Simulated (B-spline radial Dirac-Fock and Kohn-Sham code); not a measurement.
# Core levels of Se⁶⁺: a first try and its repair

Aim: the K, L3 and M5 binding energies of Se⁶⁺ by ΔSCF.

Method: Delta-SCF core binding energies without Breit or QED terms under the stated settings; computed with B-spline radial Dirac-Fock and Kohn-Sham code, version 4.

## (1) What is computed

The Se⁶⁺ ion, [Ar] 3d10.

```
nuclear charge     : 34
electrons          : 28
mass number        : 80
nuclear rms radius : 4.14 fm
```

Outer shells as boxes (Hund's rule, for the drawing alone; heavy ions are jj-coupled, and the calculation averages over the configuration):

```
[Ar] core
3d [↑↓][↑↓][↑↓][↑↓][↑↓]
```

## (2) First attempt

Settings in task.json:

```ini
rel = dirac
method = hf
nuc = fermi
radius_factor = 1.0
rmax = 45.0
h = 0.3
order = 8
points = 10
c_factor = 1.0
maxit = 5
damp = 0.5
ndamp = 3
tol = 1e-08
```

Keys: rel is the Hamiltonian, nuc the nuclear model, radius_factor scales its radius, rmax is the box in bohr, h the logarithmic mesh step, order the B-spline order, points the quadrature points a cell, c_factor scales the speed of light; damp, ndamp, maxit and tol steer the iteration.

Run with:

```sh
$ python xray2_run.py task.json out
```

The program writes no log. Results of the run, from its result record (rounded, main fields):

```text
status: not_converged
total_energy [Ha]: -2419.4738981
virial_ratio: 1.977712
iterations: [5, 5, 5, 5]
converged: [false, false, false, false]
highest_orbital_energy [eV]: -158.6891
holes: ["K", "L3", "M5"]
binding [eV]: [12788.48, 1539.186, 153.2797]
scf_energy [Ha]: [-2400.159203, -2413.163325, -2419.048799, -2419.459304, -2419.473898]
scf_error: [1.3, 0.98, 0.23, 0.057, 0.03]
cells: 60
```

## (3) Diagnosis

Not every state converged, so the numbers are no property of the ion. The fault: maxit ends the run before self-consistency.

The cure is maxit = 60.

## (4) Second try

Changed: maxit = 60.

The program writes no log. Results of the run, from its result record (rounded, main fields):

```text
status: converged
total_energy [Ha]: -2419.4810795
virial_ratio: 1.976163
iterations: [10, 10, 10, 10]
converged: [true, true, true, true]
highest_orbital_energy [eV]: -157.1021
holes: ["K", "L3", "M5"]
binding [eV]: [12788.25, 1538.981, 153.1943]
cells: 60
```

## (5) Summary of results

| quantity | value |
| --- | --- |
| first try | not converged |
| fault | maxit ends the run before self-consistency |
| cure | maxit = 60 |
| mended run | converged (ground state in 10 iterations) |
| K binding | 12788.2 eV (first try 12788.5) |
| L3 binding | 1539.0 eV (first try 1539.2) |
| M5 binding | 153.2 eV (first try 153.3) |

In words: The first try was off by +0.23 eV for K, +0.21 eV for L3 and +0.09 eV for M5. The mended values lack Breit and QED terms.
